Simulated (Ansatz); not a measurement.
This script drives the Python package of Ansatz (0.2.0).

The script, `kconv.py`:
```python
"""k-point test for MgSn5."""

import warnings

import ansatz as az
from ase import Atoms
import pandas as pd

warnings.simplefilter("ignore", az.DeckWarning)

atoms = Atoms(
    ["Mg", "Sn", "Sn", "Sn", "Sn", "Sn"],
    scaled_positions=[
        (0.0, 0.0, 0.5),
        (0.670004, 0.0, 0.0),
        (0.329996, 0.329996, 0.0),
        (0.0, 0.670004, 0.0),
        (2 / 3, 1 / 3, 0.5),
        (1 / 3, 2 / 3, 0.5),
    ],
    cell=[
        (5.650178, 0.0, 0.0),
        (-2.825089, 4.893198, 0.0),
        (0.0, 0.0, 5.617203),
    ],
    pbc=True,
)
crystal = az.Crystal.from_ase(atoms)

base = (
    crystal.calculation()
    .functional(az.Functional.PBESOL)
    .basis(34 * az.Ry)
    .occupations("Fermi-Dirac", width=0.05)
    .forces()
    .stress()
)

rows = []
for value in [(2, 2, 2), (3, 3, 3), (4, 4, 3), (5, 5, 4), (6, 6, 5)]:
    report = base.kpoints(*value).run(threads=1, backend="cpu").report
    rows.append((value, report["free_energy_ev"] / len(report["lattice"]["sites"]), report["n_iterations"], sum(report["stress_gpa"][i][i] for i in range(3)) / 3, max(abs(f) for row in report["forces_ev_ang"] for f in row), report["n_kpoints"]))

table = pd.DataFrame(rows, columns=["mesh", "F/atom (eV)", "iterations", "P (GPa)", "max component (eV/A)", "k-points"])
print(table.round(5).to_string(index=False))

# the last row is the reference
for row in rows[:-1]:
    shift = 1000 * (row[1] - rows[-1][1])
    print(f"{row[0]}: {shift:+.2f} meV/atom" + ("  (within 2 meV)" if abs(shift) < 2 else ""))
```

It is started by `python kconv.py`. How long does it take on 1 thread of Arm Neoverse V2, with other jobs on the host, and how much memory does it need?

It took about 34 s, with a peak of 0.53 GiB, for 5 runs of the engine.

```console
$ python kconv.py
     mesh  F/atom (eV)  iterations  P (GPa)  max component (eV/A)  k-points
(2, 2, 2)  -5276.79855           6 -0.57587               0.05345         4
(3, 3, 3)  -5276.82495           6 -0.18569               0.02971         6
(4, 4, 3)  -5276.83365           7 -0.58454               0.06005         8
(5, 5, 4)  -5276.83335           7 -0.74313               0.05436        15
(6, 6, 5)  -5276.84661           7 -1.14493               0.04372        21
(2, 2, 2): +48.05 meV/atom
(3, 3, 3): +21.65 meV/atom
(4, 4, 3): +12.96 meV/atom
(5, 5, 4): +13.26 meV/atom
```

Pressure is positive in compression. The structure comes from a database of computed cells and needn't be a stable or known phase. Shifts are counted from the finest mesh, which is itself no proven limit.
